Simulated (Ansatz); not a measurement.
CH4ClSSi, SMILES C[Si](S)Cl, a geometry optimisation

Computed with Ansatz's Python interface.

Script `ch4clssi.py`:
```python
"""Geometry optimisation of CH4ClSSi."""

import itertools

import ansatz
from ase.data import atomic_numbers, covalent_radii
import numpy as np

geometry = (
    ansatz.Crystal.molecule()
    .atom("C", (-0.3794, 1.0748, -0.3807))
    .atom("Si", (0.4414, -0.5037, -0.4914))
    .atom("S", (1.403, -0.8765, 1.361))
    .atom("Cl", (-0.8568, -1.9844, -0.7707))
    .atom("H", (-0.9627, 1.329, -1.3391))
    .atom("H", (-1.1592, 1.1514, 0.4208))
    .atom("H", (0.3024, 1.943, -0.2178))
    .atom("H", (1.3035, -2.1908, 1.3621))
)

calculation = geometry.calculation()
calculation = calculation.basis(gaussian="def2-SVP")
calculation = calculation.functional("CAM-B3LYP").spin("collinear", total=1)
symbols = [site.symbol for site in geometry.cartesian_sites]
start = np.array([site.position_ang for site in geometry.cartesian_sites], dtype=float)
def progress(event):
    if event["event"] == "relax_step":
        row = event["data"]
        print(f"step {row['step']:3d}  E = {row['lagrangian_ev']:.6f} eV  largest force component {row['allowed_force_max_ev_ang']:.4f} eV/A")


r = calculation.relax(force_tolerance=0.005).session().plan().execute(on_event=progress).report
end = np.array(r["positions_ang"])

print("reference energy %16.6f eV" % r["reference_energy_ev"])
print("total energy     %16.6f eV" % r["free_energy_ev"])
print("occupied orbitals outside the frozen core (up, down):", r["n_occupied"], " frozen:", r["n_frozen"], " virtual:", r["n_virtual"])

# pairs closer than 1.2 times the sum of covalent radii, before or after
radius = [covalent_radii[atomic_numbers[s]] for s in symbols]
span = lambda where, i, j: np.linalg.norm(where[i] - where[j])
bonded = [(i, j) for i, j in itertools.combinations(range(len(symbols)), 2) if min(span(start, i, j), span(end, i, j)) < 1.2 * (radius[i] + radius[j])]
print("pair        before    after (A)")
for i, j in bonded:
    print(f"{symbols[i]}{i}-{symbols[j]}{j}".ljust(10), f"{span(start, i, j):8.4f} {span(end, i, j):8.4f}")
for first, second in list(itertools.combinations(bonded, 2)):
    shared = set(first) & set(second)
    if shared and symbols[(j := shared.pop())] != "H":
        i, k = sorted((set(first) | set(second)) - {j})
        u, v = end[i] - end[j], end[k] - end[j]
        angle = np.degrees(np.arccos(np.clip(u @ v / np.linalg.norm(u) / np.linalg.norm(v), -1, 1)))
        print(f"final angle {symbols[i]}{i}-{symbols[j]}{j}-{symbols[k]}{k}: {angle:.2f} deg")

charges = r["charge_distribution"]
print("dipole moment", round(4.803205 * float(np.linalg.norm(charges["dipole_moment_e_ang"])), 3), "D")
print("Mulliken:", [(s, round(q, 3)) for s, q in zip(symbols, charges["mulliken_charges_e"])])
with open("ch4clssi_opt.xyz", "w") as handle:
    handle.write(f"{len(symbols)}\nrelaxed CH4ClSSi\n")
    handle.writelines(f"{s:2s} {x:11.6f} {y:11.6f} {z:11.6f}\n" for s, (x, y, z) in zip(symbols, end))
```

Running `python ch4clssi.py` prints:
```text
step   1  E = -32328.123531 eV  largest force component 2.9810 eV/A
step   2  E = -32328.382060 eV  largest force component 1.3128 eV/A
step   3  E = -32328.421900 eV  largest force component 0.8045 eV/A
step   4  E = -32328.446507 eV  largest force component 0.2252 eV/A
step   5  E = -32328.419274 eV  largest force component 0.9462 eV/A
step   6  E = -32328.452278 eV  largest force component 0.0630 eV/A
step   7  E = -32328.453191 eV  largest force component 0.0353 eV/A
step   8  E = -32328.454171 eV  largest force component 0.0218 eV/A
step   9  E = -32328.453738 eV  largest force component 0.0675 eV/A
step  10  E = -32328.454249 eV  largest force component 0.0120 eV/A
step  11  E = -32328.454294 eV  largest force component 0.0062 eV/A
step  12  E = -32328.454306 eV  largest force component 0.0083 eV/A
step  13  E = -32328.454314 eV  largest force component 0.0034 eV/A
reference energy    -32328.454428 eV
total energy        -32328.454428 eV
occupied orbitals outside the frozen core (up, down): [29, 28]  frozen: 0  virtual: [59, 60]
pair        before    after (A)
C0-Si1       1.7826   1.8744
C0-H4        1.1504   1.0995
C0-H5        1.1209   1.1015
C0-H6        1.1159   1.1000
Si1-S2       2.1202   2.1478
Si1-Cl3      1.9889   2.0883
S2-H7        1.3181   1.3491
final angle Si1-C0-H4: 110.37 deg
final angle Si1-C0-H5: 110.03 deg
final angle Si1-C0-H6: 110.53 deg
final angle C0-Si1-S2: 106.62 deg
final angle C0-Si1-Cl3: 108.71 deg
final angle H4-C0-H5: 108.33 deg
final angle H4-C0-H6: 108.69 deg
final angle H5-C0-H6: 108.84 deg
final angle S2-Si1-Cl3: 111.75 deg
final angle Si1-S2-H7: 95.41 deg
dipole moment 1.133 D
Mulliken: [('C', -0.26), ('Si', 0.438), ('S', -0.212), ('Cl', -0.256), ('H', 0.068), ('H', 0.074), ('H', 0.064), ('H', 0.085)]
```

File `ch4clssi_opt.xyz` afterwards:
```text
8
relaxed CH4ClSSi
C    -0.405397    1.122792   -0.401693
Si    0.378334   -0.579738   -0.420999
S     1.242883   -0.880128    1.521997
Cl   -1.101208   -1.993655   -0.836710
H    -0.860453    1.345665   -1.377458
H    -1.193783    1.166588    0.366283
H     0.349003    1.892271   -0.180600
H     1.682820   -2.130996    1.273381
```

What to keep in mind:
- The settings weren't tested for convergence.
- The end point is the stationary point reached from this start; no frequency run checks that it is a minimum, and the basis set is modest.
- The species is open-shell (spin multiplicity 2).
- Hardware and time: 92 s on 1 thread of Arm Neoverse V2 (shared host), peak memory 0.37 GiB.

(Lines on the test bed's own set-up are left out of the output.)
